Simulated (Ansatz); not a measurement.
# SrBe (P-6m2) in Ansatz: convergence with k mesh

Aim: find how far k mesh must go before the results for SrBe settle, at PBEsol. This setting moves, with any that are tied to it; all else stays.

All numbers are computed with Ansatz 0.2.0; they aren't measurements. Logs are shortened: lines on timing, memory, paths and dates and some standing lists are left out, and cuts for length are marked.

### Step 1. Starting point

It takes space group P-6m2 (No. 187, hexagonal). The conventional cell has a = 3.034 Å, b = 3.034 Å, c = 4.700 Å, α = 90.00°, β = 90.00°, γ = 120.00°. Around Sr (site symmetry -6m2) lie 6 Be at 2.93 Å and 6 Sr at 3.03 Å. Around Be (site symmetry -6m2) lie 6 Sr at 2.93 Å and 6 Be at 3.03 Å.

The cell was built by a generator and needn't be a form met in nature.

### Step 2. With k mesh 3 × 3 × 2

Contents of input.yaml:

```yaml
crystal:
  lattice:
    - [3.03384472, 0.0, 0.0]
    - [-1.51692236, 2.6273866, 0.0]
    - [0.0, 0.0, 4.6997881]
  atoms:
    - { symbol: Sr, position: [0.66666667, 0.33333333, 0.0] }
    - { symbol: Be, position: [0.0, 0.0, 0.5] }
hamiltonian:
  xc: pbesol
  pseudopotentials: { kind: paw_fr }
magnetization:
  noncollinear: true
  spin_orbit: true
kpoints:
  mp_grid: { grid: [3, 3, 2] }
scf:
  occupations: { method: gaussian, width: 0.05 }
output:
  forces: true
  stress: true
  eigenvalues: true
```

Potentials or basis: Ansatz PAW.

On the command line:

```bash
> ansatz run input.yaml --threads 2 --pin off --max-ram 5632MiB --backend cpu --events-out ev --progress --plain --runs-dir out
```

Run time: 0.84 s. Hardware: 2 threads of Arm Neoverse V2, shared host; peak memory 0.3 GiB.

Results:

```
Free energy            : -3580.2766 eV
Pressure               : 11.3 GPa
Band gap on the k mesh : none (metal or under the smearing width)
```

### Step 3. With k mesh 4 × 4 × 2

Changes to input.yaml since step 2:

```diff
@@ -15,3 +15,3 @@
 kpoints:
-  mp_grid: { grid: [3, 3, 2] }
+  mp_grid: { grid: [4, 4, 2] }
 scf:
```

Potentials or basis: Ansatz PAW.

On the command line:

```bash
> ansatz run input.yaml --threads 2 --pin off --max-ram 5632MiB --backend cpu --events-out ev --progress --plain --runs-dir out
```

Wall time 0.94 s (2 threads of Arm Neoverse V2, shared host); peak memory 0.3 GiB.

What came out:

```
Free energy            : -3580.4773 eV
Pressure               : 13.4 GPa
Band gap on the k mesh : none (metal or under the smearing width)
```

### Step 4. With k mesh 5 × 5 × 3

Changes to input.yaml since step 3:

```diff
@@ -15,3 +15,3 @@
 kpoints:
-  mp_grid: { grid: [4, 4, 2] }
+  mp_grid: { grid: [5, 5, 3] }
 scf:
```

On the command line:

```bash
> ansatz run input.yaml --threads 2 --pin off --max-ram 5632MiB --backend cpu --events-out ev --progress --plain --runs-dir out
```

Run time: 1 s. Hardware: 2 threads of Arm Neoverse V2, shared host; peak memory 0.31 GiB.

Results:

```
Free energy            : -3580.4959 eV
Pressure               : 13.9 GPa
Band gap on the k mesh : none (metal or under the smearing width)
```

### Step 5. With k mesh 6 × 6 × 3

Changes to input.yaml since step 4:

```diff
@@ -15,3 +15,3 @@
 kpoints:
-  mp_grid: { grid: [5, 5, 3] }
+  mp_grid: { grid: [6, 6, 3] }
 scf:
```

On the command line:

```bash
> ansatz run input.yaml --threads 2 --pin off --max-ram 5632MiB --backend cpu --events-out ev --progress --plain --runs-dir out
```

Run time: 1.4 s. Hardware: 2 threads of Arm Neoverse V2, shared host; peak memory 0.32 GiB.

What came out:

| Item | Value |
| --- | --- |
| Free energy | -3580.4472 eV |
| Pressure | 13.6 GPa |
| Band gap on the k mesh | none (metal or under the smearing width) |

### Step 6. With k mesh 7 × 7 × 4

Changes to input.yaml since step 5:

```diff
@@ -15,3 +15,3 @@
 kpoints:
-  mp_grid: { grid: [6, 6, 3] }
+  mp_grid: { grid: [7, 7, 4] }
 scf:
```

Potentials or basis: Ansatz PAW.

On the command line:

```bash
> ansatz run input.yaml --threads 2 --pin off --max-ram 5632MiB --backend cpu --events-out ev --progress --plain --runs-dir out
```

Wall time 1.9 s (2 threads of Arm Neoverse V2, shared host); peak memory 0.34 GiB.

The run converged. Its results:

```
Free energy            : -3580.4386 eV
Pressure               : 14.1 GPa
Band gap on the k mesh : none (metal or under the smearing width)
```

### Step 7. With k mesh 9 × 9 × 5

Changes to input.yaml since step 6:

```diff
@@ -15,3 +15,3 @@
 kpoints:
-  mp_grid: { grid: [7, 7, 4] }
+  mp_grid: { grid: [9, 9, 5] }
 scf:
```

On the command line:

```bash
> ansatz run input.yaml --threads 2 --pin off --max-ram 5632MiB --backend cpu --events-out ev --progress --plain --runs-dir out
```

It took 2.9 s on 2 threads of Arm Neoverse V2, shared host; peak memory 0.37 GiB.

Results (log left out):

| Item | Value |
| --- | --- |
| Free energy | -3580.4599 eV |
| Pressure | 14.0 GPa |
| Band gap on the k mesh | none (metal or under the smearing width) |

### Step 8. With k mesh 11 × 11 × 7

Changes to input.yaml since step 7:

```diff
@@ -15,3 +15,3 @@
 kpoints:
-  mp_grid: { grid: [9, 9, 5] }
+  mp_grid: { grid: [11, 11, 7] }
 scf:
```

On the command line:

```bash
> ansatz run input.yaml --threads 2 --pin off --max-ram 5632MiB --backend cpu --events-out ev --progress --plain --runs-dir out
```

It took 4.4 s on 2 threads of Arm Neoverse V2, shared host; peak memory 0.4 GiB.

The run converged. Its results:

```
Free energy            : -3580.4578 eV
Pressure               : 14.4 GPa
Band gap on the k mesh : none (metal or under the smearing width)
```

### Step 9. With k mesh 14 × 14 × 8

Changes to input.yaml since step 8:

```diff
@@ -15,3 +15,3 @@
 kpoints:
-  mp_grid: { grid: [11, 11, 7] }
+  mp_grid: { grid: [14, 14, 8] }
 scf:
```

Potentials or basis: Ansatz PAW.

On the command line:

```bash
> ansatz run input.yaml --threads 2 --pin off --max-ram 5632MiB --backend cpu --events-out ev --progress --plain --runs-dir out
```

It took 7.8 s on 2 threads of Arm Neoverse V2, shared host; peak memory 0.47 GiB.

It converged, with:

```
Free energy            : -3580.4547 eV
Pressure               : 14.0 GPa
Band gap on the k mesh : none (metal or under the smearing width)
```

### Step 10. With k mesh 16 × 16 × 9

Changes to input.yaml since step 9:

```diff
@@ -15,3 +15,3 @@
 kpoints:
-  mp_grid: { grid: [14, 14, 8] }
+  mp_grid: { grid: [16, 16, 9] }
 scf:
```

Potentials or basis: Ansatz PAW.

On the command line:

```bash
> ansatz run input.yaml --threads 2 --pin off --max-ram 5632MiB --backend cpu --events-out ev --progress --plain --runs-dir out
```

Standard output:

```text
Warning: RAYON_NUM_THREADS=2 ignored (pool sized by the plan → 2); use --threads N
Engine: ansatz 0.2.0, aarch64-unknown-linux-gnu
Pseudopotentials: kind: paw_fr
Pseudopotential: Sr, paw_fr, valence charge 10, recommended cutoff 420 eV (normal), Sr.paw.azcp#standard-fr
Pseudopotential: Be, paw_fr, valence charge 2, recommended cutoff 420 eV (normal), Be.paw.azcp#standard-fr
Functional definition: PBEsol
  exchange = pbesol_x
  correlation = pbesol_c
non-collinear run that drives no moment, with spin-orbit: no starting moment large enough to seed its density (crystal.atoms[].spin), no starting occupations that ask for one, no magnetisation constraint and no magnetic field, so the semilocal B_xc is pinned to zero
Crystal: 2 atoms, lattice volume = 37.462 Å³
Basis set: ecut = 420 eV, 711 PW (Γ), exchange–correlation on 48×48×64 points (8 copies of the dense FFT grid, shifted against one another)
Bands: 20, of which v1, the nominal top of the filled ones, is band 12 counted from 1 (11 counted from 0)
Symmetry: 12 space group operations + 12 with time reversal
Magnetic group: BNS 187.210 (UNI 1440), of the structure as read, at distance tolerance 3.3e-5 Å
k-points: 150 of 2304 (time reversal used)
Projection manifold: j_resolved (fully-relativistic pseudo-atomic orbitals)
Non-local potential: Sr, projectors of the file, l = 0: 3, l = 1: 4, l = 2: 4
Non-local potential: Be, projectors of the file, l = 0: 2, l = 1: 4, l = 2: 2
PAW form: soft (Blöchl's): semilocal exchange-correlation on the pseudo side does not see the compensation charge
PAW frozen core: Sr, regenerated for the run's functional, and the local potential with it (the file was generated under x = pbe(κ = 0.804, μ = 0.2195149727645171), c = pbe(β = 0.06672455060314922))
PAW frozen core: Be, regenerated for the run's functional, and the local potential with it (the file was generated under x = pbe(κ = 0.804, μ = 0.2195149727645171), c = pbe(β = 0.06672455060314922))
PAW one-centre angular grid: Sr, 110 points (default); XC on 64 Gauss nodes
PAW one-centre angular grid: Be, 110 points (default); XC on 64 Gauss nodes
Initial density: superposition of atomic densities (chi_scale 0.1, normalization cell, long waves kept (reshape's long-wave potential 0.00 eV rms))
Initial wavefunctions: pseudopotential atomic-orbital guess
Functional: x = pbesol(κ = 0.804, μ = 0.12345679012345678), c = pbesol(β = 0.046)
SCF iter   1: F=—  HF=-3580.641595 eV  |F-HF|=—  |Δ(HF+E_count)|=         —  Δρ=2.78e-2  dr2=7.82e-1  dr2_m=0.00e0 (ungated)  ethr=3.10e-3  |M|=0.00e0 ∫|m|=0.00e0 μB  |m|>n=0.0e0 m-floor=0.0e0 τ_xc=0.0e0  β_m=0.30  ⟨swp⟩=9.4  Hψ=21541  notcnv=0  defer=28
preconditioner: auto → none  [metal: Δε(μ)=0.016 eV  Ē_g=4.894 eV  σ=0.050 eV  W_gap=0.17  n_scr=2 (ndim 8)  ℏωp=12.1 eV  f_vac=0.000  D(μ)=2.00/eV (n_scr^D=22)  sad-step TF]
SCF iter   2: F=—  HF=-3580.551766 eV  |F-HF|=—  |Δ(HF+E_count)|=   8.98e-2  Δρ=2.07e-2  dr2=4.07e-1  dr2_m=0.00e0 (ungated)  ethr=3.10e-3  |M|=0.00e0 ∫|m|=0.00e0 μB  |m|>n=0.0e0 m-floor=0.0e0 τ_xc=0.0e0  β_m=0.65  ⟨swp⟩=1.0  Hψ=4202  notcnv=0  defer=31
SCF iter   3: F=—  HF=-3580.458606 eV  |F-HF|=—  |Δ(HF+E_count)|=   9.32e-2  Δρ=2.78e-3  dr2=8.37e-3  dr2_m=0.00e0 (ungated)  ethr=3.10e-3  |M|=0.00e0 ∫|m|=0.00e0 μB  |m|>n=0.0e0 m-floor=0.0e0 τ_xc=0.0e0  β_m=0.59  ⟨swp⟩=2.5  Hψ=3945  notcnv=0  defer=31
SCF iter   4: F=—  HF=-3580.456823 eV  |F-HF|=—  |Δ(HF+E_count)|=   1.78e-3  Δρ=9.84e-4  dr2=6.13e-4  dr2_m=0.00e0 (ungated)  ethr=6.98e-5  |M|=0.00e0 ∫|m|=0.00e0 μB  |m|>n=0.0e0 m-floor=0.0e0 τ_xc=0.0e0  β_m=0.65  ⟨swp⟩=2.4  Hψ=5287  notcnv=0  defer=406
SCF iter   5: F=—  HF=-3580.456656 eV  |F-HF|=—  |Δ(HF+E_count)|=   1.67e-4  Δρ=1.37e-4  dr2=9.15e-6  dr2_m=0.00e0 (ungated)  ethr=5.11e-6  |M|=0.00e0 ∫|m|=0.00e0 μB  |m|>n=0.0e0 m-floor=0.0e0 τ_xc=0.0e0  β_m=0.69  ⟨swp⟩=1.8  Hψ=2935  notcnv=0  defer=406
SCF iter   6: F=—  HF=-3580.456655 eV  |F-HF|=—  |Δ(HF+E_count)|=   1.37e-6  Δρ=3.68e-5  dr2=3.77e-7  dr2_m=0.00e0 (ungated)  ethr=7.62e-8  |M|=0.00e0 ∫|m|=0.00e0 μB  |m|>n=0.0e0 m-floor=0.0e0 τ_xc=0.0e0  β_m=0.82  ⟨swp⟩=2.9  Hψ=4557  notcnv=0  defer=408
SCF iter   7: F=-3580.456655 eV  HF=-3580.456655 eV  |F-HF|=1.45e-9  |Δ(HF+E_count)|=   2.63e-8  Δρ=3.80e-6  dr2=5.31e-9  dr2_m=0.00e0 (ungated)  ethr=8.33e-10  |M|=0.00e0 ∫|m|=0.00e0 μB  |m|>n=0.0e0 m-floor=0.0e0 τ_xc=0.0e0  ⟨swp⟩=11.9  Hψ=16806  notcnv=0
SCF 1 converged in 7 iterations: F = -3580.456655 eV  dr2 = 5.31e-9
SCF converged after 7 iterations
Magnetization: |M| = 0.0000 μB,  M = (+0.0000, +0.0000, +0.0000) μB
Absolute magnetization: 0.0000 μB (∫|m|)
  site 0: m = (+0.0000, +0.0000, +0.0000) μB, |m| = 0.0000 μB  (R = 1.21 Å)
  site 1: m = (+0.0000, +0.0000, +0.0000) μB, |m| = 0.0000 μB  (R = 1.21 Å)
Free energy (F): -3580.456655 eV
Harris-Foulkes:  -3580.456655 eV  (|F-HF|=1.45e-9)
Internal energy: -3580.454783 eV  (E = F + TS)
E sigma→0 (E₀):  -3580.455719 eV
Entropy (-TS):   -0.001872 eV (-0.936 meV/atom)
Fermi energy:    9.467431 eV
--- Per-component energies (eV) ---
  E_band       = -67.463950
  E_kinetic    = 268.475154
  E_local      = -671.675102  (includes V_loc(G=0)·N_el)
  E_nonlocal   = 208.714608
  E_hartree    = 176.443105
  E_xc         = -191.742323
  E_vxc        = -183.219686  (∫ρ·V_xc dr)
  E_paw        = -2702.324830  (= ΣΔE_a)
  E_vpaw       = -42.645416  (= ΣTr[D̂ρ^β])
  E_aug_tail   = -0.000002  (compensation charges beyond the density's cutoff)
  E_ewald      = -668.489780
  E_core_change = 0.144386  (= ΣΔE_core)
  E_smearing   = -0.001872  (= −TS)
  E_closure    = 0.000000  (closes the sum)
  Σ components = -3580.456655   (vs F -3580.456655, Δ=0.00e0)
--- Forces (eV/Å), atoms counted from 1 ---
  atom   1  Sr     0.00000000     0.00000000     0.00000000
  atom   2  Be    -0.00000000    -0.00000000     0.00000000
  max |Σ_I F_I| component: 1.47e-16 eV/Å
--- Stress (GPa, compression-positive) ---
       15.190344       0.000000       0.000000
        0.000000      15.190344       0.000000
        0.000000       0.000000      11.220671
  P = ⅓ Tr σ = 13.8671 GPa (138.671 kbar)
--- Band table (eV; the first three rows and the last of 150) ---
  k-point 0: bands = ["-25.8929", "-25.8929", "-8.1884", "-8.1884", "-6.7411", "-6.7411", "-6.1385", "-6.1385", "3.5444", "3.5444", "9.1031", "9.1031", "10.5166", "10.5166", "13.2953", "13.2953", "13.3583", "13.3583", "17.7597", "17.7597"]
  k-point 1: bands = ["-25.8927", "-25.8927", "-8.1980", "-8.1980", "-6.7437", "-6.7437", "-6.1383", "-6.1383", "3.6758", "3.6758", "8.8664", "8.8664", "10.5982", "10.5982", "13.3163", "13.3177", "13.3804", "13.3804", "17.5294", "17.5294"]
  k-point 2: bands = ["-25.8921", "-25.8921", "-8.2224", "-8.2224", "-6.7502", "-6.7502", "-6.1376", "-6.1376", "4.0523", "4.0523", "8.2835", "8.2835", "10.7475", "10.7475", "13.3730", "13.3754", "13.4391", "13.4391", "17.1281", "17.1281"]
  k-point 149: bands = ["-25.2726", "-25.2726", "-9.1587", "-9.1363", "-8.2777", "-8.2487", "-7.1354", "-7.1326", "7.9770", "7.9775", "8.7426", "8.7439", "10.6455", "10.6882", "10.9054", "11.0318", "12.4806", "12.6397", "15.0543", "15.0567"]
```

Run time: 9.4 s. Hardware: 2 threads of Arm Neoverse V2, shared host; peak memory 0.51 GiB.

Results:

- Free energy: -3580.4567 eV
- Pressure: 13.9 GPa
- Band gap on the k mesh: none (metal or under the smearing width)

### Step 11. The series at a glance

```
     k mesh  energy less the tightest run, at zero smearing (meV/atom)  pressure (GPa)  SCF cycles  CPU time (s)  peak memory (GiB)
  3 × 3 × 2                                                      90.95           11.33          10           1.5                0.3
  4 × 4 × 2                                                     -10.78           13.40           7           1.6                0.3
  5 × 5 × 3                                                     -19.10           13.93           7           1.8               0.31
  6 × 6 × 3                                                       5.10           13.57           8           2.5               0.32
  7 × 7 × 4                                                       9.89           14.13           8           3.5               0.34
  9 × 9 × 5                                                      -1.22           14.04           8           5.6               0.37
11 × 11 × 7                                                      -0.61           14.39           7           8.5                0.4
14 × 14 × 8                                                       1.01           14.02           7            15               0.47
16 × 16 × 9                                                       0.00           13.87           7            19               0.51
```

Not settled before the last step: the energy (to 1 meV/atom), the pressure (to 0.1 GPa). Meshes of other sizes hit other points, so gaps and Fermi surfaces needn't settle smoothly. The tightest run that finished is the yardstick and may itself not be fully converged.

Caveats: the PAW data sets come from PBE, with cores solved anew for the run's functional, which leaves a small shift of forces and pressure.
